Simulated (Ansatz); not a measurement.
# Hf5F: a closer look at a trial structure

The task, for Hf5F: compute bands, density of states and charges.

Computed with Ansatz 0.2.0 (DFT PBE, scalar-relativistic, plane waves, PAW, unless a step's input says otherwise).

1 further run of the same task is left out (set aside as unsound or not needed). Runs told in other sessions of the task aren't counted.

### Step 1. The system as given

It takes space group P4/mmm (No. 123, tetragonal). The conventional cell has a = 3.118 Å, b = 3.118 Å, c = 12.558 Å, α = 90.00°, β = 90.00°, γ = 90.00°. Hf (site symmetry 4mm) has 12 Hf at 3.07 to 3.22 Å in its first shell of neighbours. Hf (site symmetry 4mm) is surrounded by 4 F at 2.85 Å and 8 Hf at 3.07 to 3.12 Å. Hf (site symmetry 4/mmm) is surrounded by 12 Hf at 3.12 to 3.22 Å. Around F (site symmetry 4/mmm) lie 8 Hf at 2.85 Å.

Structure file:

```
CELL_PARAMETERS angstrom
3.11767 0.00000 0.00000
0.00000 3.11767 0.00000
0.00000 0.00000 12.55847
ATOMIC_POSITIONS crystal
Hf 0.50000 0.50000 0.31364
Hf 0.50000 0.50000 0.68636
Hf 0.00000 0.00000 0.14355
Hf 0.00000 0.00000 0.85645
Hf 0.00000 0.00000 0.50000
F 0.50000 0.50000 0.00000
```

It is the end of an earlier relaxation with the same method, from a database cell with other species swapped in; it is a trial structure. At a tolerance of 0.05 Å it has space group P4/mmm (No. 123); it has 20.34 Å³/atom, an uncorrected energy of -0.35 eV/atom over the elements.

### Step 2. Bands, states and charges

File input.yaml:

```yaml
crystal:
  lattice:
    - [3.1176740219, 0.0, 0.0]
    - [0.0, 3.1176740219, 0.0]
    - [0.0, 0.0, 12.5584728309]
  atoms:
    - { symbol: Hf, position: [0.5, 0.5, 0.3136434329] }
    - { symbol: Hf, position: [0.5, 0.5, 0.6863565671] }
    - { symbol: Hf, position: [0.0, 0.0, 0.1435463767] }
    - { symbol: Hf, position: [0.0, 0.0, 0.8564536233] }
    - { symbol: Hf, position: [0.0, 0.0, 0.5] }
    - { symbol: F, position: [0.5, 0.5, 0.0] }
basis:
  ecutwfc: 420
kpoints:
  mp_grid: { grid: [12, 12, 4] }
  band_path:
    path:
      - [[0.0, 0.0, 0.0], [0.0, 0.5, 0.0], [0.5, 0.5, 0.0], [0.0, 0.0, 0.0], [0.0, 0.0, 0.5], [0.0, 0.5, 0.5], [0.5, 0.5, 0.5], [0.0, 0.0, 0.5]]
      - [[0.0, 0.5, 0.0], [0.0, 0.5, 0.5]]
      - [[0.5, 0.5, 0.0], [0.5, 0.5, 0.5]]
    npoints: 14
hamiltonian:
  xc: pbe
scf:
  occupations: { method: gaussian, width: 0.1 }
  n_extra_bands: 15
output:
  forces: true
  stress: true
  eigenvalues: true
  populations: true
  dos: { projected: true, de: 0.02, nscf_kmesh: { grid: [15, 15, 5] } }
  bader: true
  write_density: true
  write_potential: true
  elf: true
  volumetric_format: npy
```

Started as:

```
> ansatz run input.yaml --threads 1 --pin off --max-ram 2560MiB --backend cpu --events-out ev --progress --plain --runs-dir out
```

Before running it: what results should come out? Wanted: gap; states at the Fermi level; Bader charges.

The runs gave:

```
                 quantity                         value
                      gap                  none (metal)
states at the Fermi level          5.74 per eV per cell
            Bader charges  Hf -0.08 to +0.30, F -0.95 e
```

What this shows: It comes out metallic. Of the projected weight within 0.25 eV of the Fermi level, the largest part is Hf 5d (91 %). Bader charges go up to 0.9 e. These runs have no spin-orbit coupling; with Hf it would split and shift bands. The final runs have no spin polarisation, so a magnetic state may lie lower.
